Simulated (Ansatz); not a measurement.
# BFH6N2Si: rotation by 180° about the B2–N3 bond, part 2 of 2

How high is the barrier for the rotation by 180° about the B2–N3 bond? Relax the two ends, then run a nudged elastic band between them. SMILES of the start: NBN[SiH2]F.

Ansatz 0.2.0; RKS PBE-D4/def2-SVP. The steps go on from the part before.

### 5 Images and barrier

The 9 inner images lie between the fixed ends 0 and 10. Energy is taken from image 0, and the path length is the program's own coordinate along the band.

```tsv
image	path (Å)	energy (eV)	dihedral N1–B2–N3–Si4 (°)	band force (eV/Å)
0	0.000	0.0000	-176	-
1	0.627	0.0304	-156	0.011
2	1.254	0.1172	-137	0.008
3	1.880	0.2467	-118	0.016
4	2.507	0.3987	-99	0.032
5*	3.134	0.4949	-83	0.036
6	3.977	0.3105	-67	0.018
7	4.821	0.1008	-38	0.021
8	5.665	0.0444	-7	0.024
9	6.509	0.0397	-6	0.006
10	7.353	0.0265	0	-
```

The star marks the climbing image.

image, energy (eV) and a bar:
```
        0      0.000 
        1      0.030 ##
        2      0.117 #######
        3      0.247 ###############
        4      0.399 ########################
        5      0.495 ##############################
        6      0.311 ###################
        7      0.101 ######
        8      0.044 ###
        9      0.040 ##
       10      0.026 ##
```

How the highest energy settled:

```tsv
iteration	highest image above image 0 (eV)	largest band force (eV/Å)
1	14.3981	42.980
2	4.4298	9.758
3	1.7999	3.900
4	0.7460	2.032
5	0.5586	0.952
6	0.5288	0.531
7	0.5335	0.399
8	0.5074	0.222
9	0.4987	0.136
10	0.4959	0.095
11	0.4952	0.053
12	0.4949	0.036
```

The band as a trajectory file:

```xyz
11
image=0 dE=0.0000
N    -0.778    1.468    1.496
B    -0.707    0.455    0.516
N     0.540   -0.087    0.033
Si    0.698   -1.256   -1.240
F     0.920   -0.545   -2.706
H     0.029    1.916    1.930
H    -1.670    1.827    1.831
H    -1.747    0.008    0.065
H     1.411    0.300    0.413
H    -0.558   -2.062   -1.321
H     1.929   -2.079   -0.998
11
image=1 dE=0.0304
N    -0.771    1.516    1.405
B    -0.707    0.347    0.619
N     0.540   -0.221    0.164
Si    0.695   -1.242   -1.231
F     0.925   -0.346   -2.591
H     0.037    2.093    1.640
H    -1.657    1.911    1.714
H    -1.748   -0.209    0.311
H     1.406    0.214    0.503
H    -0.572   -2.016   -1.405
H     1.916   -2.103   -1.106
11
image=2 dE=0.1172
N    -0.761    1.555    1.270
B    -0.696    0.257    0.727
N     0.552   -0.331    0.281
Si    0.685   -1.226   -1.200
F     0.888   -0.193   -2.466
H     0.023    2.209    1.258
H    -1.637    1.975    1.574
H    -1.724   -0.392    0.630
H     1.409    0.160    0.563
H    -0.584   -1.982   -1.425
H     1.910   -2.089   -1.192
11
image=3 dE=0.2467
N    -0.768    1.578    1.097
B    -0.663    0.197    0.845
N     0.581   -0.403    0.374
Si    0.673   -1.207   -1.161
F     0.821   -0.094   -2.369
H    -0.053    2.249    0.814
H    -1.627    2.012    1.430
H    -1.641   -0.507    1.034
H     1.430    0.130    0.601
H    -0.596   -1.961   -1.394
H     1.908   -2.051   -1.250
11
image=4 dE=0.3987
N    -0.805    1.576    0.916
B    -0.614    0.186    0.963
N     0.604   -0.441    0.426
Si    0.661   -1.178   -1.140
F     0.771   -0.040   -2.332
H    -0.188    2.204    0.396
H    -1.634    2.034    1.295
H    -1.492   -0.496    1.468
H     1.475    0.042    0.675
H    -0.611   -1.929   -1.370
H     1.898   -2.013   -1.276
11
image=5 dE=0.4949
N    -0.867    1.560    0.779
B    -0.566    0.220    1.047
N     0.603   -0.429    0.413
Si    0.651   -1.129   -1.159
F     0.765   -0.005   -2.362
H    -0.319    2.121    0.122
H    -1.657    2.052    1.196
H    -1.300   -0.383    1.819
H     1.508   -0.215    0.843
H    -0.631   -1.862   -1.404
H     1.878   -1.984   -1.274
11
image=6 dE=0.3105
N    -1.007    1.490    0.627
B    -0.396    0.331    1.128
N     0.703   -0.290    0.387
Si    0.633   -1.069   -1.156
F     0.599    0.016   -2.392
H    -0.635    1.987   -0.185
H    -1.788    1.955    1.088
H    -0.811   -0.137    2.178
H     1.511   -0.556    0.955
H    -0.618   -1.882   -1.316
H     1.874   -1.902   -1.293
11
image=7 dE=0.1008
N    -1.103    1.331    0.516
B    -0.226    0.449    1.177
N     0.768   -0.309    0.441
Si    0.596   -1.036   -1.125
F     0.398    0.119   -2.281
H    -0.991    1.601   -0.463
H    -1.836    1.840    1.007
H    -0.317    0.322    2.388
H     1.552   -0.663    0.994
H    -0.626   -1.898   -1.231
H     1.850   -1.813   -1.403
11
image=8 dE=0.0444
N    -1.185    1.141    0.496
B    -0.078    0.569    1.160
N     0.806   -0.362    0.492
Si    0.553   -1.032   -1.088
F     0.257    0.205   -2.138
H    -1.357    1.057   -0.508
H    -1.817    1.785    0.965
H     0.135    0.870    2.323
H     1.648   -0.638    1.000
H    -0.682   -1.879   -1.173
H     1.787   -1.772   -1.509
11
image=9 dE=0.0397
N    -1.284    1.046    0.634
B    -0.007    0.674    1.104
N     0.877   -0.195    0.358
Si    0.548   -1.054   -1.113
F     0.471   -0.043   -2.407
H    -1.673    0.796   -0.275
H    -1.902    1.639    1.185
H     0.362    1.105    2.184
H     1.818   -0.298    0.745
H    -0.804   -1.698   -1.044
H     1.659   -2.031   -1.351
11
image=10 dE=0.0265
N    -1.339    0.928    0.792
B     0.044    0.786    1.025
N     0.907   -0.061    0.227
Si    0.531   -1.068   -1.132
F     0.697   -0.283   -2.566
H    -1.864    0.459    0.053
H    -1.919    1.516    1.386
H     0.537    1.408    1.951
H     1.893   -0.026    0.497
H    -0.905   -1.490   -1.040
H     1.482   -2.225   -1.173
```

### 6 Frequencies at the highest image

The geometry is the highest inner image of the first converged band.

Input file input.yaml:

```yaml
crystal:
  periodic: [false, false, false]
  atoms:
    - { symbol: "N", position_ang: [-0.866621, 1.559613, 0.779022] }
    - { symbol: B, position_ang: [-0.566175, 0.219567, 1.047451] }
    - { symbol: "N", position_ang: [0.603217, -0.429476, 0.412595] }
    - { symbol: Si, position_ang: [0.651432, -1.129416, -1.159392] }
    - { symbol: F, position_ang: [0.76462, -0.005035, -2.361986] }
    - { symbol: H, position_ang: [-0.319233, 2.120885, 0.122398] }
    - { symbol: H, position_ang: [-1.657449, 2.051521, 1.195613] }
    - { symbol: H, position_ang: [-1.299617, -0.383455, 1.818789] }
    - { symbol: H, position_ang: [1.508029, -0.215082, 0.843358] }
    - { symbol: H, position_ang: [-0.631217, -1.862005, -1.403596] }
    - { symbol: H, position_ang: [1.878314, -1.984018, -1.273651] }
basis:
  gaussian: { orbitals: def2-SVP }
hamiltonian:
  xc: pbe
  dispersion: d4
phonons: {}
```

Started as:

```
> ansatz run input.yaml --threads 2 --pin off --max-ram 3072MiB --backend cpu --events-out ev --progress --plain --runs-dir out
```

The program printed, shortened:

```text
Warning: RAYON_NUM_THREADS=2 ignored (pool sized by the plan → 2); use --threads N
[...]
Functional definition: PBE
[...]
1190 factors; their error is unknown
[...]
mean field -14333.43661169 eV, -526.7440799275 hartree, gradient 4.9e-5 eV, S^2 0.000000; 0 other end points of the search recorded, 0 dependent functions left out
[...]
reference -14333.43665040 eV, -526.7440813498 hartree; 24, 24 occupied and 80, 80 virtual orbitals, 1190 factors
[...]
1190 factors; their error is unknown
mean field -14333.43647930 eV, -526.7440750621 hartree, gradient 2.9e-6 eV, S^2 0.000000; 0 other end points of the search recorded, 0 dependent functions left out
[...]
reference -14333.43651801 eV, -526.7440764848 hartree; 24, 24 occupied and 80, 80 virtual orbitals, 1190 factors
[...]
1190 factors; their error is unknown
mean field -14333.43644259 eV, -526.7440737131 hartree, gradient 1.1e-6 eV, S^2 0.000000; 0 other end points of the search recorded, 0 dependent functions left out
[...]
WARN: phonons: modes at or below zero, which the zero-point energy, F, S and C_V leave out: 1, the lowest at -343.82 cm⁻¹. A minimum has none, and a first-order saddle one
[...]
Atom 2 at     0.603217    -0.429476     0.412595 Å, force    -0.014748     0.016014     0.007202 eV/Å
Atom 3 at     0.651432    -1.129416    -1.159392 Å, force     0.005001    -0.000961     0.010253 eV/Å
Atom 4 at     0.764620    -0.005035    -2.361986 Å, force     0.002905     0.003812    -0.009311 eV/Å
Atom 5 at    -0.319233     2.120885     0.122398 Å, force    -0.001843     0.005527    -0.001747 eV/Å
Atom 6 at    -1.657449     2.051521     1.195613 Å, force    -0.015114    -0.000105     0.011666 eV/Å
Atom 7 at    -1.299617    -0.383455     1.818789 Å, force    -0.009427     0.002429    -0.019887 eV/Å
Atom 8 at     1.508029    -0.215082     0.843358 Å, force     0.004582    -0.000035    -0.007223 eV/Å
Atom 9 at    -0.631217    -1.862005    -1.403596 Å, force     0.001885    -0.006256    -0.002691 eV/Å
Atom 10 at     1.878314    -1.984018    -1.273651 Å, force    -0.008933    -0.005447    -0.003749 eV/Å
Dipole moment:     0.010133     0.387993     0.301144 e Å
Vibrations: -343.82 51.71 124.21 229.48 286.65 424.06 573.48 594.68 649.28 759.33 787.09 824.07 882.48 892.48 907.66 938.85 1041.29 1119.09 1175.73 1353.70 1541.82 2189.34 2206.30 2507.22 3492.29 3510.08 3606.87 cm⁻¹, zero-point energy 2.025233 eV
```

It took 73 s on 2 threads of Arm Neoverse V1, shared host; peak memory 0.13 GiB.

Of 27 modes, 1 is imaginary by more than 30 cm⁻¹ (344i cm⁻¹).

### 7 Another band, settings changed

crystal.atoms is end A as relaxed above, and neb.final_atoms is end B, turned to lie on A. With 8 inner images the band has 10 in all. The start path is listed, through a guess of the saddle.

Input file input.yaml:

```yaml
crystal:
  periodic: [false, false, false]
  atoms:
    - { symbol: "N", position_ang: [-0.778473, 1.467715, 1.495782] }
    - { symbol: B, position_ang: [-0.706516, 0.454784, 0.516455] }
    - { symbol: "N", position_ang: [0.539732, -0.086618, 0.033365] }
    - { symbol: Si, position_ang: [0.697823, -1.256022, -1.240327] }
    - { symbol: F, position_ang: [0.919748, -0.5454, -2.705978] }
    - { symbol: H, position_ang: [0.028911, 1.915652, 1.929998] }
    - { symbol: H, position_ang: [-1.670196, 1.826717, 1.830769] }
    - { symbol: H, position_ang: [-1.747161, 0.007767, 0.065255] }
    - { symbol: H, position_ang: [1.41069, 0.299531, 0.413341] }
    - { symbol: H, position_ang: [-0.557857, -2.061835, -1.320518] }
    - { symbol: H, position_ang: [1.9286, -2.079191, -0.997541] }
basis:
  gaussian: { orbitals: def2-SVP }
hamiltonian:
  xc: pbe
  dispersion: d4
neb:
  order_check: false
  images: 8
  f_tol: 0.05
  max_iterations: 60
  climbing: false
  final_atoms:
    - { symbol: "N", position_ang: [-1.33940241, 0.92751325, 0.79209509] }
    - { symbol: B, position_ang: [0.04427359, 0.78605265, 1.02475529] }
    - { symbol: "N", position_ang: [0.90704024, -0.06122361, 0.22723408] }
    - { symbol: Si, position_ang: [0.53088118, -1.06835123, -1.13229183] }
    - { symbol: F, position_ang: [0.69717896, -0.28265998, -2.56592171] }
    - { symbol: H, position_ang: [-1.86367064, 0.45897263, 0.05287015] }
    - { symbol: H, position_ang: [-1.91895481, 1.5160984, 1.38636814] }
    - { symbol: H, position_ang: [0.53740839, 1.40777624, 1.95122351] }
    - { symbol: H, position_ang: [1.89326705, -0.02565158, 0.49718883] }
    - { symbol: H, position_ang: [-0.90515329, -1.4899288, -1.04019326] }
    - { symbol: H, position_ang: [1.48243274, -2.22549796, -1.17272729] }
  initial_path:
    images:
      - { positions_ang: [[-0.778473, 1.467715, 1.495782], [-0.706516, 0.454784, 0.516455], [0.539732, -0.086618, 0.033365], [0.697823, -1.256022, -1.240327], [0.919748, -0.5454, -2.705978], [0.028911, 1.915652, 1.929998], [-1.670196, 1.826717, 1.830769], [-1.747161, 0.007767, 0.065255], [1.41069, 0.299531, 0.413341], [-0.557857, -2.061835, -1.320518], [1.9286, -2.079191, -0.997541]] }
      - { positions_ang: [[-0.77892877, 1.44755588, 1.26215519], [-0.63259653, 0.40234059, 0.68783308], [0.55231215, -0.24409237, 0.19286867], [0.67163191, -1.16105412, -1.19488849], [0.92333449, -0.26964331, -2.4719169], [-0.07281681, 1.78916895, 1.38658853], [-1.71128893, 1.71056571, 1.49323455], [-1.52789609, 0.02712966, 0.57290852], [1.45417641, 0.123347, 0.55267509], [-0.62630344, -1.85789283, -1.34075936], [1.8136766, -2.02432516, -1.12009787]] }
      - { positions_ang: [[-0.77938455, 1.42739676, 1.02852837], [-0.55867706, 0.34989718, 0.85921117], [0.56489231, -0.40156674, 0.35237234], [0.64544082, -1.06608624, -1.14944998], [0.92692099, 0.00611338, -2.23785581], [-0.17454462, 1.66268591, 0.84317906], [-1.75238186, 1.59441443, 1.15570009], [-1.30863118, 0.04649232, 1.08056203], [1.49766283, -0.05283701, 0.69200919], [-0.69474988, -1.65395065, -1.36100073], [1.6987532, -1.96945933, -1.24265473]] }
      - { positions_ang: [[-0.77984032, 1.40723764, 0.79490156], [-0.48475759, 0.29745377, 1.03058925], [0.57747246, -0.5590411, 0.51187601], [0.61924974, -0.97111836, -1.10401148], [0.93050748, 0.28187007, -2.00379471], [-0.27627243, 1.53620286, 0.29976959], [-1.79347479, 1.47826314, 0.81816564], [-1.08936627, 0.06585498, 1.58821555], [1.54114924, -0.22902101, 0.83134328], [-0.76319632, -1.45000848, -1.38124209], [1.5838298, -1.91459349, -1.3652116]] }
      - { positions_ang: [[-0.7802961, 1.38707852, 0.56127475], [-0.41083812, 0.24501036, 1.20196734], [0.59005261, -0.71651547, 0.67137968], [0.59305865, -0.87615049, -1.05857297], [0.93409398, 0.55762675, -1.76973362], [-0.37800024, 1.40971981, -0.24363988], [-1.83456772, 1.36211185, 0.48063118], [-0.87010136, 0.08521763, 2.09586906], [1.58463566, -0.40520502, 0.97067738], [-0.83164276, -1.24606631, -1.40148346], [1.46890641, -1.85972765, -1.48776847]] }
      - { positions_ang: [[-0.84262159, 1.3270561, 0.48308731], [-0.32741706, 0.28181799, 1.25844515], [0.63086464, -0.71369387, 0.69292069], [0.57450956, -0.85529818, -1.04656906], [0.90936408, 0.58682009, -1.75417181], [-0.58828709, 1.24786655, -0.45220964], [-1.86220759, 1.32759867, 0.43125331], [-0.61626031, 0.24077422, 2.30542112], [1.63825533, -0.44133641, 0.9799938], [-0.87023124, -1.18252118, -1.37033626], [1.41933227, -1.87598398, -1.50723361]] }
      - { positions_ang: [[-0.96681679, 1.22717039, 0.56033926], [-0.23449439, 0.40787666, 1.20002268], [0.69990854, -0.55057631, 0.57649904], [0.56360246, -0.90856144, -1.06799975], [0.8563178, 0.36945007, -1.95710928], [-0.90713298, 1.05064307, -0.32593969], [-1.87639439, 1.37472361, 0.67003202], [-0.32784314, 0.53252472, 2.21687172], [1.70200826, -0.33741521, 0.85929256], [-0.87896175, -1.25937308, -1.28780051], [1.43510739, -1.96336247, -1.42360703]] }
      - { positions_ang: [[-1.091012, 1.12728468, 0.6375912], [-0.14157173, 0.53393532, 1.14160022], [0.76895244, -0.38745874, 0.46007739], [0.55269537, -0.9618247, -1.08943045], [0.80327152, 0.15208006, -2.16004676], [-1.22597887, 0.85341959, -0.19966975], [-1.8905812, 1.42184854, 0.90881073], [-0.03942596, 0.82427523, 2.12832232], [1.76576119, -0.233494, 0.73859132], [-0.88769226, -1.33622499, -1.20526476], [1.4508825, -2.05074097, -1.33998045]] }
      - { positions_ang: [[-1.21520721, 1.02739896, 0.71484315], [-0.04864907, 0.65999399, 1.08317775], [0.83799634, -0.22434118, 0.34365574], [0.54178828, -1.01508797, -1.11086114], [0.75022524, -0.06528996, -2.36298423], [-1.54482476, 0.65619611, -0.0733998], [-1.90476801, 1.46897347, 1.14758943], [0.24899121, 1.11602573, 2.03977291], [1.82951412, -0.12957279, 0.61789008], [-0.89642277, -1.4130769, -1.12272901], [1.46665762, -2.13811946, -1.25635387]] }
      - { positions_ang: [[-1.33940241, 0.92751325, 0.79209509], [0.04427359, 0.78605265, 1.02475529], [0.90704024, -0.06122361, 0.22723408], [0.53088118, -1.06835123, -1.13229183], [0.69717896, -0.28265998, -2.56592171], [-1.86367064, 0.45897263, 0.05287015], [-1.91895481, 1.5160984, 1.38636814], [0.53740839, 1.40777624, 1.95122351], [1.89326705, -0.02565158, 0.49718883], [-0.90515329, -1.4899288, -1.04019326], [1.48243274, -2.22549796, -1.17272729]] }
```

Started as:

```
> ansatz run input.yaml --threads 2 --pin off --max-ram 3072MiB --backend cpu --events-out ev --progress --plain --runs-dir out
```

The program printed, shortened:

```text
Warning: RAYON_NUM_THREADS=2 ignored (pool sized by the plan → 2); use --threads N
[...]
[... 1 set-up line as earlier in the session ...]
[...]
1190 factors; their error is unknown
[...]
mean field -14333.93931144 eV, -526.7625538025 hartree, gradient 5.0e-5 eV, S^2 0.000000; 0 other end points of the search recorded, 0 dependent functions left out
[...]
reference -14333.93935008 eV, -526.7625552223 hartree; 24, 24 occupied and 80, 80 virtual orbitals, 1190 factors
1190 factors; their error is unknown
[...]
mean field -14333.90103279 eV, -526.7611470880 hartree, gradient 7.0e-5 eV, S^2 0.000000; 0 other end points of the search recorded, 0 dependent functions left out
[...]
reference -14333.90107090 eV, -526.7611484886 hartree; 24, 24 occupied and 80, 80 virtual orbitals, 1190 factors
NEB end point (image 0): max|allowed force component| = 7.238e-3 eV/Å (the criterion of neb.relax_end_points is 1.000e-2)
[...]
Atom 1 at    -0.557463     0.234984     1.044793 Å, force    -0.009969     0.011779     0.028217 eV/Å
Atom 2 at     0.606363    -0.376106     0.370554 Å, force     0.031379     0.004542    -0.003106 eV/Å
Atom 3 at     0.662403    -1.106266    -1.186464 Å, force    -0.013927     0.018350    -0.020582 eV/Å
Atom 4 at     0.800269    -0.002945    -2.403701 Å, force     0.015271    -0.001018    -0.000698 eV/Å
Atom 5 at    -0.345714     2.159293     0.161830 Å, force    -0.010093    -0.018431    -0.028344 eV/Å
Atom 6 at    -1.686339     2.041945     1.227561 Å, force    -0.010152    -0.023971    -0.005126 eV/Å
Atom 7 at    -1.266999    -0.388980     1.821994 Å, force     0.029523     0.006231     0.045781 eV/Å
Atom 8 at     1.482737    -0.368813     0.899786 Å, force    -0.012307    -0.054496     0.033260 eV/Å
Atom 9 at    -0.617133    -1.837825    -1.456945 Å, force    -0.003461     0.019542    -0.012941 eV/Å
Atom 10 at     1.878159    -1.982326    -1.254364 Å, force    -0.002552     0.007749    -0.004130 eV/Å
Dipole moment:    -0.005214     0.340214     0.347749 e Å
this run last wrote the band of iteration 16 to <dir>
```

Wall time 4.1 min (2 threads of Arm Neoverse V1, shared host); peak memory 0.14 GiB.

### 8 The band, image by image

Images 0 and 9 are the ends. Energies count from image 0; the path length is the program's own measure over all atoms.

```tsv
image	path (Å)	energy (eV)	dihedral N1–B2–N3–Si4 (°)	band force (eV/Å)
0	0.000	0.0000	-176	-
1	0.802	0.0496	-151	0.006
2	1.603	0.1866	-127	0.012
3	2.405	0.3826	-102	0.021
4	3.207	0.4886	-85	0.034
5	4.009	0.2870	-66	0.025
6	4.810	0.0987	-37	0.013
7	5.612	0.0428	-9	0.004
8	6.413	0.0387	-6	0.001
9	7.215	0.0265	0	-
```

image, energy (eV) and a bar:
```
        0      0.000 
        1      0.050 ###
        2      0.187 ###########
        3      0.383 #######################
        4      0.489 ##############################
        5      0.287 ##################
        6      0.099 ######
        7      0.043 ###
        8      0.039 ##
        9      0.026 ##
```

### 9 Outcome

What follows sums up all 2 parts.

| quantity | value |
| --- | --- |
| end A | 12 moves, 1.243 eV lower |
| end B | 12 moves, 1.191 eV lower |
| first band: barrier forwards | 0.49 eV |
| first band: barrier backwards | 0.47 eV |
| first band: second end relative to first | +0.026 eV |
| first band: highest image | 5 of 0 to 10, climbing |
| first band: band iterations | 12 |
| imaginary modes at the top | 344i cm⁻¹ |
| second band | top 0.489 eV above image 0, 16 iterations, 8 inner images, none climbing |
| time, first and second band | 3.6 min and 4.1 min |

In the first band: along this path the system climbs 0.49 eV from the first end (19 kT at 300 K), which at an assumed attempt frequency of 10^13 s⁻¹ means a rate near 10^5 s⁻¹. Going back costs 0.47 eV, since the second end is 0.026 eV above the first. The listed dihedral goes from -176° at end A through -83° at the highest image to 0° at end B. One imaginary mode, as a first-order saddle point has. The second band's top lies 6 meV below the first's, as a band that doesn't climb stops under the top. Zero-point energy and entropy are left out.
